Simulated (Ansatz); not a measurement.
# C2H10N2Si: small, medium and large basis sets

One table from this session's results is given with a row withheld; the runs are named, their logs left out.

Program: Ansatz 0.2.0, Gaussian basis. Level of theory: one geometry, several basis sets. These are calculated values, not measurements.

Plan: PBE0-D4/def2-SVP; ωB97M-V/def2-SVP; PBE0-D4/def2-QZVPP; ωB97M-V/def2-QZVPP; the functionals' def2-TZVPP values are taken from earlier runs.

**The geometry**

The geometry comes from an earlier relaxation with PBE0-D4 in a triple-zeta def2 set; it is a stationary point, not always the lowest conformer.

SMILES `CN(C)N[SiH3]`, 15 atoms, charge 0, spin multiplicity 1.

Atoms are counted from 1 here; the program's logs count them from 0.

Bond lengths: C1–N2 1.446 Å, C1–H6 1.091 Å, C1–H7 1.092 Å, C1–H8 1.105 Å, N2–C3 1.447 Å, N2–N4 1.407 Å, C3–H9 1.092 Å, C3–H10 1.090 Å, C3–H11 1.103 Å, N4–Si5 1.726 Å, N4–H12 1.007 Å, Si5–H13 1.485 Å, Si5–H14 1.492 Å, Si5–H15 1.488 Å. Angles: N2–C1–H6 109.5°, N2–C1–H7 109.2°, N2–C1–H8 113.3°, H6–C1–H7 108.6°, H6–C1–H8 108.3°, H7–C1–H8 107.8°, C1–N2–C3 112.2°, C1–N2–N4 112.3°, C3–N2–N4 111.4°, N2–C3–H9 109.0°, N2–C3–H10 109.3°, N2–C3–H11 113.2°, H9–C3–H10 108.7°, H9–C3–H11 108.0°, H10–C3–H11 108.4°, N2–N4–Si5 127.8°, N2–N4–H12 111.5°, Si5–N4–H12 119.4° and more.

Geometry (Å):

```xyz
15
charge 0, multiplicity 1
C    -0.7210   -1.2867    0.6390
N     0.1674   -0.8507   -0.4147
C     1.5369   -0.7359    0.0374
N    -0.2721    0.3378   -1.0258
Si   -0.6613    1.8370   -0.2633
H    -1.7304   -1.3986    0.2415
H    -0.3844   -2.2555    1.0145
H    -0.7597   -0.5881    1.4938
H     1.8712   -1.7061    0.4119
H     2.1698   -0.4477   -0.8018
H     1.6681    0.0053    0.8438
H    -0.5562    0.1791   -1.9782
H    -0.9808    2.7517   -1.3886
H    -1.8296    1.7896    0.6635
H     0.4820    2.3690    0.5269
```

Set-up of the first run:

in.yaml reads:

```yaml
crystal:
  periodic: [false, false, false]
  atoms:
    - {symbol: C, position_ang: [-0.721013, -1.286737, 0.638976]}
    - {symbol: N, position_ang: [0.167444, -0.850737, -0.414703]}
    - {symbol: C, position_ang: [1.536884, -0.735932, 0.037409]}
    - {symbol: N, position_ang: [-0.272106, 0.337760, -1.025759]}
    - {symbol: Si, position_ang: [-0.661273, 1.837022, -0.263320]}
    - {symbol: H, position_ang: [-1.730378, -1.398551, 0.241517]}
    - {symbol: H, position_ang: [-0.384374, -2.255517, 1.014524]}
    - {symbol: H, position_ang: [-0.759749, -0.588145, 1.493845]}
    - {symbol: H, position_ang: [1.871223, -1.706087, 0.411935]}
    - {symbol: H, position_ang: [2.169798, -0.447724, -0.801820]}
    - {symbol: H, position_ang: [1.668104, 0.005268, 0.843788]}
    - {symbol: H, position_ang: [-0.556248, 0.179109, -1.978202]}
    - {symbol: H, position_ang: [-0.980753, 2.751731, -1.388582]}
    - {symbol: H, position_ang: [-1.829589, 1.789576, 0.663535]}
    - {symbol: H, position_ang: [0.482039, 2.368965, 0.526867]}
basis:
  gaussian: {orbitals: def2-SVP}
hamiltonian: {xc: pbe0, dispersion: d4}
output: {orbitals: {seedname: orbitals}}
```

The run is started by

```sh
$ ansatz run in.yaml --threads 4 --pin off --events-out ev --progress --plain --max-ram 10444MiB
```

Among the steps run: PBE0-D4 in def2-SVP; ωB97M-V in def2-SVP; PBE0-D4 in def2-QZVPP; ωB97M-V in def2-QZVPP.

One of the session's tables, all rows but one given; the rest of the session is left out.

It belongs to the step «Functionals by basis». 

| functional | basis | HOMO (eV) | LUMO (eV) |
| --- | --- | --- | --- |
| PBE0-D4 | def2-SVP | -6.27 | 0.96 |
| PBE0-D4 | def2-TZVPP | -6.41 | 0.48 |
| PBE0-D4 | def2-QZVPP | -6.44 | 0.25 |
| ωB97M-V | def2-SVP | -8.60 | 2.75 |
| ωB97M-V | def2-TZVPP | ? | ? |
| ωB97M-V | def2-QZVPP | -8.77 | 1.52 |

**Question.** Estimate the row for ωB97M-V, def2-TZVPP.

As computed: HOMO (eV): -8.75; LUMO (eV): 2.05. In the column «HOMO (eV)» it lies between ωB97M-V, def2-QZVPP (-8.77) and ωB97M-V, def2-SVP (-8.60).
